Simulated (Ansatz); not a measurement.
Below is the output of a Python script on Ansatz 0.2.0, Python API that makes a projected density of states of B₂O, space group P-3m1. Write a script that gives it. Settings: PBEsol, PAW, the default cutoff (420 eV here), 9×9×4 k-points, Fermi-Dirac smearing of 0.1 eV.

```xyz
6
Lattice="2.8790 0.0000 0.0000 -1.4395 2.4933 0.0000 0.0000 0.0000 7.0520" Properties=species:S:1:pos:R:3 pbc="T T T"
B     0.0000    0.0000    2.6798
B     0.0000    0.0000    4.3722
B     1.4395    0.8311    0.1622
B     0.0000    1.6622    6.8898
O     1.4395    0.8311    2.1579
O     0.0000    1.6622    4.8941
```

```console
$ python pdos.py
DeckWarning: basis.ecutwfc = 420 eV, auto-derived from the records' recommended cutoffs: set by B (normal level)
plan: 30 bands, 43 k-points, plane waves [972, 1001] grid [20, 20, 48]
states by shell in windows of E - E_F (eV): [(-6, -3), (-3, 0), (0, 6)]
B 2S        0.593    0.171    1.573
B 2P        2.282    2.068    7.462
O 2S        0.046    0.126    0.523
O 2P        1.219    0.133    2.095
centre of B 2S: -3.85 eV
centre of B 2P: -2.93 eV
centre of O 2P: -4.31 eV
```
(Warnings from the package without file and line.)

One script that gives this output:

`pdos.py`
```python
"""Which atoms and shells make the states of B2O."""

import ansatz as az
import numpy as np
from pymatgen.core import Lattice, Structure
from pymatgen.io.ase import AseAtomsAdaptor

FUNCTIONAL = "PBEsol"
KGRID = (9, 9, 4)
SMEARING = "Fermi-Dirac"
WIDTH_EV = 0.1
EXTRA_BANDS = 18

pmg_structure = Structure(
    Lattice([(2.879, 0.0, 0.0), (-1.4395, 2.493287, 0.0), (0.0, 0.0, 7.052)]),
    ["B", "B", "B", "B", "O", "O"],
    [
        (0.0, 0.0, 0.38),
        (0.0, 0.0, 0.62),
        (2 / 3, 1 / 3, 0.023),
        (1 / 3, 2 / 3, 0.977),
        (2 / 3, 1 / 3, 0.306),
        (1 / 3, 2 / 3, 0.694),
    ],
)
system = az.Crystal.from_ase(AseAtomsAdaptor.get_atoms(pmg_structure))

base = (
    system.calculation()
    .functional(FUNCTIONAL)
    .kpoints(*KGRID)
    .occupations(SMEARING, width=WIDTH_EV)
    .scf(extra_bands=EXTRA_BANDS)
    .density_of_states(projected=True, method="smearing", broadening_width=0.15, energy_step=0.1)
)
planned = base.session().plan(threads=1)
facts = planned.describe()
print("plan:", facts["n_bands"], "bands,", len(facts["kpoints_frac"]), "k-points, plane waves", facts["n_pw_range"], "grid", facts["fft_dense"])
outcome = planned.execute()
r = outcome.report

dos = outcome.density_of_states()
energy = np.asarray(dos.energies_ev) - dos.fermi_ev
curves = {}
for site in outcome.projected_density_of_states().sites:
    for shell in site.shells:
        weight = sum(np.sum(curve.g_bin_mean_per_ev, axis=0) for curve in shell.curves)
        name = f"{site.species} {shell.label}"
        curves[name] = curves.get(name, 0) + weight

step = energy[1] - energy[0]
windows = [(-6, -3), (-3, 0), (0, 6)]
print("states by shell in windows of E - E_F (eV):", windows)
for name, g in curves.items():
    print(f"{name:8s}", " ".join(f"{step * g[(energy >= a) & (energy < b)].sum():8.3f}" for a, b in windows))
filled = (energy < 0) & (energy > -6)
for name, g in curves.items():
    if g[filled].sum() * step > 0.5:
        print(f"centre of {name}: {np.average(energy[filled], weights=g[filled]):.2f} eV")
```

The mesh is modest for a metal, so energies can be off by several to tens of meV an atom and pressures by half a GPa or more; differences at equal mesh fare better. The structure is a deposited one; some such entries were measured under pressure or heat, so a shift against it needn't be the functional's error alone. Curves are summed over the cell's atoms. Only shells that the potentials hold have channels, so projections don't add up to the total, least of all where a shell is missing (p of most metals); heights and places of peaks move with the mesh. The density of states is complete only as far up as bands were computed. A band centre counts only the states inside the window taken. It ran for 4 s on 1 thread of Arm Neoverse V1, on a shared host, peak memory 0.44 GiB.
